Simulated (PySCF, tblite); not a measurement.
# C10H10O: geometry, infrared bands and NMR shifts

Aim: predict the infrared bands and NMR shifts of C10H10O (`C#C/C=C\C=C(/C=C)C(C)=O`).

The runs use tblite 0.8.0 and PySCF 2.14.0, with density-fitted response routines of our own; the level of theory stands in each step. All values are computed, except where a source is named. Atoms count from 0, in the outputs and in this text.

## Step 1: The starting structure

21 atoms, charge 0, multiplicity 1; geometry from: force field or distance geometry start.

Bonds of the start (Å): C0–C1 1.21, C1–C2 1.41, C2–C3 1.35, C3–C4 1.46, C4–C5 1.36, C5–C6 1.45, C6–C7 1.33, C5–C8 1.50, C8–C9 1.51, C8–O10 1.23, C0–H11 1.07, C2–H12 1.07, C3–H13 1.08, C4–H14 1.09, C6–H15 1.08, C7–H16 1.09, C7–H17 1.09, C9–H18 1.09, C9–H19 1.08, C9–H20 1.09.

## Step 2: Relaxing the molecule with GFN2-xTB

What the job is given:

```
{"job": {"kind": "relax", "xc": "GFN2-xTB", "basis": "xTB"}, "charge": 0, "multiplicity": 1}
C      2.539500     1.679900     3.306900
C      2.631300     1.536400     2.111800
C      2.779400     1.355200     0.720300
C      1.806900     0.891400    -0.097900
C      0.469400     0.483300     0.324000
C     -0.492900    -0.061200    -0.462900
C     -0.341100    -0.421200    -1.864300
C     -1.341700    -0.592600    -2.724100
C     -1.756500    -0.355600     0.285700
C     -2.286700    -1.768400     0.262600
O     -2.349800     0.529500     0.908500
H      2.428200     1.815400     4.361300
H      3.722900     1.635000     0.292900
H      2.055100     0.809000    -1.148900
H      0.224800     0.690000     1.364900
H      0.668000    -0.547400    -2.224700
H     -1.140500    -0.855700    -3.759200
H     -2.391700    -0.466000    -2.458100
H     -1.528800    -2.459000    -0.114800
H     -3.167700    -1.815400    -0.367100
H     -2.536900    -2.065300     1.282600
```

Launch:

```console
OMP_NUM_THREADS=1 python probes_run.py task.json out
```

One launch serves the whole session: the jobs run in the order shown.

**Question.** This job is followed by: GFN2-xTB harmonic vibrations, gas phase; GIAO PBE0/pcSseg-1 NMR shielding, non-relativistic, gas phase. Predict these results of the whole session: strongest single infrared mode (GFN2-xTB); zero-point energy (GFN2-xTB); 13C shifts against TMS (PBE0/pcSseg-1); 1H shifts against TMS (PBE0/pcSseg-1, means over atoms taken as alike); 17O shifts against H2O (PBE0/pcSseg-1).

The runs gave:

```
                                                              quantity                                                                   value
                             strongest single infrared mode (GFN2-xTB)                                                   1713 cm⁻¹, 238 km/mol
                                          zero-point energy (GFN2-xTB)                                                          100.9 kcal/mol
                                13C shifts against TMS (PBE0/pcSseg-1)  205.0, 146.0, 144.7, 142.3, 139.9, 129.5, 125.3, 103.7, 84.8, 31.1 ppm
1H shifts against TMS (PBE0/pcSseg-1, means over atoms taken as alike)                      7.84, 7.19, 7.07, 6.08, 5.85, 5.54, 3.63, 2.38 ppm
                                17O shifts against H2O (PBE0/pcSseg-1)                                                               669.1 ppm
```

What this shows: Over 135 steps the energy fell by 0.141 eV; of the close pairs, C3–C4 changed most, 1.461 to 1.427 Å. All 57 modes are real, so the xTB geometry is a minimum. The strongest single mode, at 1713 cm⁻¹, moves mainly C8 and O10. Unscaled tight-binding wavenumbers are off by several per cent, some by more. Its intensities can rank the bands wrongly. C8 (ketone carbonyl carbon) lies farthest downfield among carbon, at 205.0 ppm; the double bond to the heteroatom, with no lone-pair donor beside it, deshields it most. The most deshielded hydrogen is H14 (hydrogen on a β carbon of a C=C–C=O unit), at 7.84 ppm: attached to an sp2 carbon and in the plane of the double bond. At PBE0/pcSseg-1: The largest span, 1303 ppm, is at O10, where the paramagnetic term is -738 ppm.
